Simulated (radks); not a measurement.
**Co with its nuclear charge varied continuously**

An exercise on one series of results from a longer session: the logs are not shown, and one member is left open.

The numbers are computed with radks (a radial shooting solver on a logarithmic mesh, Libxc functionals) version 1 (Dirac Kohn-Sham, PBE, spin-unpolarised, spherical densities, point nucleus; open shells fill j = l - 1/2 first), except any that are marked as measured or tabulated.

## Starting point

```
element       : cobalt (Z = 27)
charge        : 0
electrons     : 27
configuration : [Ar] 3d7 4s2
```

Set-up of the first run:

The run's settings:

```text
Z 27
configuration [Ar] 3d7 4s2
relativity Dirac
functional pbe,pbe
spin unpolarised
j_filling energy
nucleus point
c 137.035999084
```

Among the steps run: Z = 27.

One of the session's tables, all rows but one given; the rest of the session is left out.

Sizes of the orbitals, from the radial functions (bohr):

```
level     <r>  outermost maximum (interpolated)  90 % within  nodes
2p1/2  0.2228                             0.170        0.365      0
2p3/2  0.2259                             0.173        0.370      0
3s1/2  0.7736                             0.669         1.16      2
3p1/2  0.8096                             0.673         1.25      1
3p3/2  0.8193                             0.681         1.26      1
3d3/2       ?                                 ?            ?      ?
3d5/2   1.075                             0.669         1.90      0
4s1/2   2.894                              2.32         4.45      3
```

Q: Estimate the row for 3d3/2 from the others.

**Answer.** <r>: 1.068; outermost maximum (interpolated): 0.667; 90 % within: 1.89; nodes: 0. In the column «<r>» it lies between 3p3/2 (0.8193) and 3d5/2 (1.075).
